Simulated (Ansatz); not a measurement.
Task: a rigid scan of one bond length of BH4NOSi, SMILES NB1O[SiH2]1, with the Python package of Ansatz (0.2.0). Give the script and its output. Use (for the species named): r2scan0, def2-SVP basis, multiplicity 1.

| atom | x (Å) | y (Å) | z (Å) |
| --- | --- | --- | --- |
| N | -0.8361 | 1.4087 | -0.5855 |
| B | 0.1130 | 0.4383 | -0.0689 |
| O | 0.7571 | -0.1648 | 1.0730 |
| Si | 0.4991 | -1.5035 | 0.1630 |
| H | -0.3606 | 2.0728 | -1.2675 |
| H | -1.1805 | 2.0543 | 0.2144 |
| H | 1.6751 | -2.0746 | -0.4205 |
| H | -0.5750 | -2.2883 | 0.8363 |

`bh4nosi_scan.py`
```python
import warnings

import ansatz as az
import numpy as np

BASIS = "def2-SVP"
FUNCTIONAL = "r2scan0"

GEOMETRY = """
N    -0.83610    1.40870   -0.58550
B     0.11300    0.43830   -0.06890
O     0.75710   -0.16480    1.07300
Si    0.49910   -1.50350    0.16300
H    -0.36060    2.07280   -1.26750
H    -1.18050    2.05430    0.21440
H     1.67510   -2.07460   -0.42050
H    -0.57500   -2.28830    0.83630
"""


def main() -> None:
    warnings.simplefilter("ignore", az.DeckWarning)

    mol = az.Crystal.molecule()
    for line in GEOMETRY.strip().splitlines():
        symbol, *xyz = line.split()
        mol = mol.atom(symbol, [float(v) for v in xyz])

    symbols = [site.symbol for site in mol.cartesian_sites]
    start = np.array([site.position_ang for site in mol.cartesian_sites])
    axis = (start[7] - start[3]) / np.linalg.norm(start[7] - start[3])
    moving = [7]
    lengths, energies = [1.27, 1.37, 1.49, 1.64, 1.86, 2.24, 2.68, 3.28], []
    for length in lengths:
        xyz = start.copy()
        xyz[moving] += (length - np.linalg.norm(start[7] - start[3])) * axis
        point = az.Crystal.molecule()
        for symbol, place in zip(symbols, xyz):
            point = point.atom(symbol, place.tolist())
        setup = point.calculation().basis(gaussian=BASIS).functional(FUNCTIONAL)
        rep = setup.run(threads=1, pin="off").report
        energies.append(rep["free_energy_ev"])
        print(f"r = {length:6.3f} A  E = {energies[-1]:.5f} eV  <S^2> = {abs(rep['mean_field']['state']['spin_squared']):.3f}")

    print("energy above the lowest point (eV):", [round(e - min(energies), 3) for e in energies])


if __name__ == "__main__":
    main()
```

Output of `python bh4nosi_scan.py`:
```text
r =  1.270 A  E = -12145.98340 eV  <S^2> = 0.000
r =  1.370 A  E = -12146.42854 eV  <S^2> = 0.000
r =  1.490 A  E = -12146.57050 eV  <S^2> = 0.000
r =  1.640 A  E = -12146.39010 eV  <S^2> = 0.000
r =  1.860 A  E = -12145.78615 eV  <S^2> = 0.000
r =  2.240 A  E = -12144.53132 eV  <S^2> = 0.000
r =  2.680 A  E = -12143.28882 eV  <S^2> = 0.000
r =  3.280 A  E = -12142.12320 eV  <S^2> = 0.000
energy above the lowest point (eV): [0.587, 0.142, 0.0, 0.18, 0.784, 2.039, 3.282, 4.447]
```

Notes:
- The settings weren't tested for convergence.
- The rest of the molecule is held rigid at a force-field or estimated start geometry, and the basis set is modest; single-reference methods fail as a bond breaks.
- The orbitals are restricted, so S² is zero by construction.
- Toward dissociation an unrestricted state can lie under the restricted one, by tenths of an eV for polar bonds under a functional and by 1 to 2 eV or more for others.
- Wall time of the script: 28 s on 1 thread of Arm Neoverse V2 (shared host), peak memory 0.23 GiB.
